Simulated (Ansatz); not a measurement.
**C2H4AlN: two geometries relaxed**

Are the two ends of the inversion of the pyramid at N4 separate minima, and which lies lower? Each is relaxed from a guess. SMILES of the start: C#[C][AlH][NH2].

All numbers below are computed with Ansatz 0.2.0 (RKS PBE0-D4/6-31G).

**1. The system as given**

Bond lengths: C1–C2 1.189 Å, C2–Al3 1.939 Å, Al3–N4 1.871 Å, C1–H5 1.088 Å, Al3–H6 1.611 Å, N4–H7 1.008 Å, N4–H8 1.073 Å. Angles: C1–C2–Al3 177.6°, C2–C1–H5 173.7°, C2–Al3–N4 119.6°, C2–Al3–H6 118.9°, N4–Al3–H6 121.3°, Al3–N4–H7 111.4°, Al3–N4–H8 104.4°, H7–N4–H8 107.2°.

Structure file:

```xyz
8

C     0.9465    1.8834   -1.1542
C     0.4722    1.1384   -0.3576
Al   -0.2366   -0.1251    0.9312
N    -0.6870   -1.8543    0.3779
H     1.2708    2.6122   -1.8943
H    -0.2976    0.2980    2.4845
H     0.0841   -2.3020   -0.0922
H    -1.4603   -1.7077   -0.3511
```

**2. Relaxing end A**

The input, input.yaml:

```yaml
crystal:
  periodic: [false, false, false]
  atoms:
    - { symbol: C, position_ang: [0.9465, 1.8834, -1.1542] }
    - { symbol: C, position_ang: [0.4722, 1.1384, -0.3576] }
    - { symbol: Al, position_ang: [-0.2366, -0.1251, 0.9312] }
    - { symbol: "N", position_ang: [-0.687, -1.8543, 0.3779] }
    - { symbol: H, position_ang: [1.2708, 2.6122, -1.8943] }
    - { symbol: H, position_ang: [-0.2976, 0.298, 2.4845] }
    - { symbol: H, position_ang: [0.0841, -2.302, -0.0922] }
    - { symbol: H, position_ang: [-1.4603, -1.7077, -0.3511] }
basis:
  gaussian: { orbitals: "6-31G" }
hamiltonian:
  xc: pbe0
  dispersion: d4
relax:
  f_tol: 0.015
  max_steps: 40
output:
  orbitals: {}
```

The run is started by

```console
$ ansatz run input.yaml --threads 1 --pin off --max-ram 2048MiB --backend cpu --events-out ev --progress --plain --runs-dir out
```

Log, cut to the lines that bear on the results:

```text
Warning: RAYON_NUM_THREADS=1 ignored (pool sized by the plan → 1); use --threads N
[...]
Functional definition: PBE0
[...]
697 factors; integrals over basis functions are off by at most 1.6e-4 eV
[...]
mean field -10214.90854950 eV, -375.3909652804 hartree, gradient 3.3e-5 eV, S^2 0.000000; 0 other end points of the search recorded, 0 dependent functions left out
[...]
reference -10214.90858174 eV, -375.3909664651 hartree; 18, 18 occupied and 30, 30 virtual orbitals, 697 factors
relax step   1: F+E_penalty+E_count = -10215.01577355 eV  Δ(F+E_penalty+E_count) = +0.000e0 eV  max|allowed force component| = 3.376e0 eV/Å  Δτ_max = 0.0000 Å  (23 SCF iters, accepted)
[...]
relax step   4: F+E_penalty+E_count = -10215.44988083 eV  Δ(F+E_penalty+E_count) = -6.635e-2 eV  max|allowed force component| = 9.653e-1 eV/Å  Δτ_max = 0.2000 Å  (28 SCF iters, accepted)
[...]
relax step   7: F+E_penalty+E_count = -10215.83067626 eV  Δ(F+E_penalty+E_count) = -1.611e-1 eV  max|allowed force component| = 6.429e-1 eV/Å  Δτ_max = 0.2000 Å  (26 SCF iters, accepted)
[...]
relax step  10: F+E_penalty+E_count = -10216.00348430 eV  Δ(F+E_penalty+E_count) = -1.332e-2 eV  max|allowed force component| = 3.505e-2 eV/Å  Δτ_max = 0.1280 Å  (22 SCF iters, accepted)
[...]
relax step  12: F+E_penalty+E_count = -10216.00376518 eV  Δ(F+E_penalty+E_count) = -2.809e-4 eV  max|allowed force component| = 1.648e-2 eV/Å  Δτ_max = 0.0109 Å  (24 SCF iters, accepted)
[...]
relax step  13: F+E_penalty+E_count = -10216.00389401 eV  Δ(F+E_penalty+E_count) = -1.288e-4 eV  max|allowed force component| = 1.008e-3 eV/Å  Δτ_max = 0.0119 Å  (24 SCF iters, accepted)
697 factors; integrals over basis functions are off by at most 1.6e-4 eV
[...]
mean field -10215.89569542 eV, -375.4272422240 hartree, gradient 2.5e-5 eV, S^2 0.000000; 1 other end points of the search recorded, 0 dependent functions left out
[...]
reference -10215.89572624 eV, -375.4272433564 hartree; 18, 18 occupied and 30, 30 virtual orbitals, 697 factors
Total energy: -10216.00392483 eV, -375.4312195812 hartree
Atom 0 at     1.098766     1.974849    -1.147072 Å, force     0.000278    -0.000001    -0.000030 eV/Å
Atom 1 at     0.553901     1.173825    -0.399077 Å, force    -0.000813     0.000396    -0.000344 eV/Å
Atom 2 at    -0.305237    -0.053944     0.801556 Å, force    -0.000191     0.000705    -0.000016 eV/Å
Atom 3 at    -0.629080    -1.702240     0.194062 Å, force    -0.000038    -0.000531    -0.000535 eV/Å
Atom 4 at     1.573664     2.672953    -1.799489 Å, force     0.000616    -0.000162     0.000289 eV/Å
Atom 5 at    -0.736670     0.325432     2.291366 Å, force    -0.000066    -0.000297     0.000030 eV/Å
Atom 6 at    -0.386814    -2.020635    -0.733653 Å, force    -0.000793     0.000046     0.000015 eV/Å
Atom 7 at    -1.076429    -2.427341     0.736507 Å, force     0.001008    -0.000156     0.000591 eV/Å
Dipole moment:    -0.004738    -0.192194    -0.160175 e Å
```

It took 31 s on 1 thread of Arm Neoverse V1, shared host; peak memory 0.13 GiB.

Step by step:

| step | energy from step 1 (eV) | largest force component (eV/Å) |
| --- | --- | --- |
| 1 | 0.0000 | 3.3764 |
| 2 | -0.2744 | 1.5343 |
| 3 | -0.3678 | 1.3201 |
| 4 | -0.4341 | 0.9653 |
| 5 | -0.5387 | 0.7835 |
| 6 | -0.6538 | 1.0336 |
| 7 | -0.8149 | 0.6429 |
| 8 | -0.9187 | 0.3974 |
| 9 | -0.9744 | 0.2035 |
| 10 | -0.9877 | 0.0350 |
| 11x | -0.9876 | 0.0647 |
| 12 | -0.9880 | 0.0165 |
| 13 | -0.9881 | 0.0010 |

Step 1 is the start. 1 step was tried and not accepted (marked x).

After: Bond lengths: C1–C2 1.224 Å, C2–Al3 1.920 Å, Al3–N4 1.786 Å, C1–H5 1.067 Å, Al3–H6 1.597 Å, N4–H7 1.010 Å, N4–H8 1.010 Å. Angles: C1–C2–Al3 178.8°, C2–C1–H5 180.0°, C2–Al3–N4 117.3°, C2–Al3–H6 123.5°, N4–Al3–H6 119.2°, Al3–N4–H7 124.0°, Al3–N4–H8 124.1°, H7–N4–H8 111.9°.

**3. Relaxing end B**

The second end starts from a geometry with the move made by hand.

input.yaml: that of step 2 with these lines changed.

```diff
@@ -9,4 +9,4 @@
     - { symbol: H, position_ang: [-0.2976, 0.298, 2.4845] }
-    - { symbol: H, position_ang: [0.0841, -2.302, -0.0922] }
-    - { symbol: H, position_ang: [-1.4603, -1.7077, -0.3511] }
+    - { symbol: H, position_ang: [-0.03972, -2.53636, 0.74102] }
+    - { symbol: H, position_ang: [-1.63717, -2.04246, 0.83909] }
 basis:
@@ -19,3 +19 @@
   max_steps: 40
-output:
-  orbitals: {}
```

The run is started by

```console
$ ansatz run input.yaml --threads 1 --pin off --max-ram 2048MiB --backend cpu --events-out ev --progress --plain --runs-dir out
```

Log, cut to the lines that bear on the results:

```text
Warning: RAYON_NUM_THREADS=1 ignored (pool sized by the plan → 1); use --threads N
[...]
Functional definition: PBE0
[...]
697 factors; integrals over basis functions are off by at most 1.6e-4 eV
[...]
mean field -10214.89642245 eV, -375.3905196194 hartree, gradient 7.1e-6 eV, S^2 0.000000; 0 other end points of the search recorded, 0 dependent functions left out
[...]
reference -10214.89645456 eV, -375.3905207997 hartree; 18, 18 occupied and 30, 30 virtual orbitals, 697 factors
relax step   1: F+E_penalty+E_count = -10215.00262737 eV  Δ(F+E_penalty+E_count) = +0.000e0 eV  max|allowed force component| = 3.288e0 eV/Å  Δτ_max = 0.0000 Å  (24 SCF iters, accepted)
[...]
relax step   3: F+E_penalty+E_count = -10215.45137874 eV  Δ(F+E_penalty+E_count) = -1.466e-1 eV  max|allowed force component| = 1.866e0 eV/Å  Δτ_max = 0.1946 Å  (27 SCF iters, accepted)
[...]
reference -10215.89574485 eV, -375.4272440403 hartree; 18, 18 occupied and 30, 30 virtual orbitals, 697 factors
Total energy: -10216.00392567 eV, -375.4312196123 hartree
Atom 0 at     0.994260     1.767848    -1.156056 Å, force     0.000326    -0.000173    -0.000285 eV/Å
Atom 1 at     0.479854     1.055402    -0.304099 Å, force    -0.000254    -0.000245     0.000339 eV/Å
Atom 2 at    -0.329404    -0.029343     1.058105 Å, force    -0.000208     0.000617     0.000575 eV/Å
Atom 3 at    -0.621504    -1.748864     0.672313 Å, force    -0.000238    -0.000202     0.000041 eV/Å
Atom 4 at     1.442767     2.388683    -1.898998 Å, force    -0.000248    -0.000569     0.000278 eV/Å
Atom 5 at    -0.746320     0.526652     2.495753 Å, force     0.000010    -0.000213    -0.000492 eV/Å
Atom 6 at    -0.387156    -2.178407    -0.211579 Å, force    -0.000048     0.000773    -0.000326 eV/Å
Atom 7 at    -1.041088    -2.408191     1.312171 Å, force     0.000660     0.000013    -0.000130 eV/Å
Dipole moment:    -0.002089    -0.210984    -0.134230 e Å
```

Run time: 24 s. Hardware: 1 thread of Arm Neoverse V1, shared host; peak memory 0.2 GiB.

Step by step:

| step | energy from step 1 (eV) | largest force component (eV/Å) |
| --- | --- | --- |
| 1 | 0.0000 | 3.2881 |
| 2 | -0.3022 | 1.6421 |
| 3 | -0.4488 | 1.8659 |
| 4 | -0.6700 | 1.5569 |
| 5 | -0.8379 | 0.7071 |
| 6 | -0.9581 | 0.3936 |
| 7 | -0.9977 | 0.2148 |
| 8 | -1.0012 | 0.0175 |
| 9x | -1.0012 | 0.0439 |
| 10 | -1.0013 | 0.0008 |

Step 1 is the start. 1 step was tried and not accepted (marked x).

After: Bond lengths: C1–C2 1.224 Å, C2–Al3 1.920 Å, Al3–N4 1.786 Å, C1–H5 1.067 Å, Al3–H6 1.597 Å, N4–H7 1.010 Å, N4–H8 1.010 Å. Angles: C1–C2–Al3 178.8°, C2–C1–H5 180.0°, C2–Al3–N4 117.4°, C2–Al3–H6 123.5°, N4–Al3–H6 119.1°, Al3–N4–H7 124.1°, Al3–N4–H8 124.0°, H7–N4–H8 111.9°.

**4. What came out**

| quantity | value |
| --- | --- |
| end A | 11 moves, 0.988 eV lower |
| end B | 8 moves, 1.001 eV lower |
| largest difference between the ends | 0.00 Å |
| end B relative to end A | -0.000 eV |

Both starts fell into the same minimum (no atom differs by more than 0.00 Å), so from this start no second minimum was found and no band was run; another arrangement could still be one. In so small a basis the energies are only a sketch.
